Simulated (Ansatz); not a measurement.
# AlGa₂H₅NCl: taking an electron away

Aim: the vertical ionisation energy of AlGa₂H₅NCl, as cation minus neutral at the neutral's geometry, on several levels, and how well −ε(HOMO) stands in for it.

Method: unrestricted cation, the program's frozen cores in correlated methods; program: Ansatz 0.2.0, Gaussian basis.

Levels to be run: UKS PBE-D4/def2-TZVPP; UKS r2SCAN-D4/def2-TZVPP; UKS PBE0-D4/def2-TZVPP; UKS B3LYP-D4/def2-TZVPP; UKS wB97X-V/def2-TZVPP; UKS wB97M-V/def2-TZVPP; UKS B2PLYP/def2-TZVPP; UHF-CCSD(T)/def2-TZVPP; UHF-MP2/def2-QZVPP; extrapolation to the limit; then −ε(HOMO) from the neutral's earlier runs with LDA (SPW92), PBE-D4, revPBE-D4, BLYP-D4, r2SCAN-D4, B97M-V, PBE0-D4, B3LYP-D4, r2SCANh-D4, r2SCAN0-D4, HSE06-D4, BHLYP-D4, CAM-B3LYP-D4, LC-ωPBE, ωB97X-V, ωB97M-V.

## (1) The relaxed structure

All runs share one geometry, relaxed beforehand with PBE0-D4 in a triple-zeta def2 set.

SMILES `[AlH2][NH][Ga]([Cl])[GaH2]`, 10 atoms, charge 0, spin multiplicity 1.

Atoms are counted from 1 here; the program's logs count them from 0.

Bond lengths: Al1–N2 1.754 Å, Al1–H6 1.573 Å, Al1–H7 1.643 Å, N2–Ga3 1.877 Å, N2–H8 1.010 Å, Ga3–Cl4 2.158 Å, Ga3–Ga5 2.459 Å, Ga5–H9 1.568 Å, Ga5–H10 1.568 Å. Angles: N2–Al1–H6 132.0°, N2–Al1–H7 111.7°, H6–Al1–H7 116.2°, Al1–N2–Ga3 111.1°, Al1–N2–H8 127.0°, Ga3–N2–H8 121.8°, N2–Ga3–Cl4 113.3°, N2–Ga3–Ga5 103.7°, Cl4–Ga3–Ga5 143.1°, Ga3–Ga5–H9 118.6°, Ga3–Ga5–H10 118.6°, H9–Ga5–H10 121.8°.

## (2) Cation, UKS PBE-D4/def2-TZVPP

Contents of in.yaml:

```yaml
crystal:
  periodic: [false, false, false]
  atoms:
    - {symbol: Al, position_ang: [-1.581898, 0.089237, 0.535979]}
    - {symbol: N, position_ang: [-0.875537, -1.279683, -0.302919]}
    - {symbol: Ga, position_ang: [0.925320, -0.960010, -0.722709]}
    - {symbol: Cl, position_ang: [1.864046, -2.604123, -1.758080]}
    - {symbol: Ga, position_ang: [1.337249, 1.295832, 0.165264]}
    - {symbol: H, position_ang: [-3.025684, 0.345295, 1.104428]}
    - {symbol: H, position_ang: [-0.494279, 1.303464, 0.742420]}
    - {symbol: H, position_ang: [-1.334625, -2.145299, -0.549702]}
    - {symbol: H, position_ang: [1.968911, 1.436079, 1.593792]}
    - {symbol: H, position_ang: [1.216497, 2.519208, -0.808473]}
basis:
  gaussian: {orbitals: def2-TZVPP}
total_charge: 1
magnetization: {spin_polarized: true, initial_magnetization: 1}
hamiltonian: {xc: pbe, dispersion: d4}
```

Launch:

```console
> ansatz run in.yaml --threads 2 --pin off --events-out ev --progress --plain --max-ram 32768MiB --backend cuda --devices 0, --max-vram 18GiB
```

After this run come: Cation, UKS r2SCAN-D4/def2-TZVPP; Cation, UKS PBE0-D4/def2-TZVPP; Cation, UKS B3LYP-D4/def2-TZVPP; Cation, UKS wB97X-V/def2-TZVPP; Cation, UKS wB97M-V/def2-TZVPP; Cation, UKS B2PLYP (frozen core)/def2-TZVPP; Cation, UHF-CCSD(T)/def2-TZVPP; Cation, UHF-MP2/def2-QZVPP.

Q: Predict the results of all the runs planned. Wanted: ionisation energy, CCSD(T)/CBS; nearest functional by difference; nearest −ε(HOMO); −ε(HOMO) of PBE; T1 of the cation.

As calculated:

```
                        quantity               value
  ionisation energy, CCSD(T)/CBS             9.35 eV
nearest functional by difference  ωB97X-V (-0.16 eV)
                nearest −ε(HOMO)  ωB97X-V (+0.03 eV)
                 −ε(HOMO) of PBE             6.19 eV
                T1 of the cation               0.019
```

Energy differences with functionals land within 0.58 eV of the reference. −ε(HOMO) of PBE misses by 3.2 eV, since self-interaction lifts the level. Among orbital estimates ωB97X-V comes nearest. Hartree-Fock falls 0.91 eV short, as the neutral has more correlation energy than the cation. Correlated methods include outer-core shells of Ga, which these sets cover unevenly. With outer-core shells in play the reference is unsure by up to some tenths of an eV, so close misses can't be ranked.
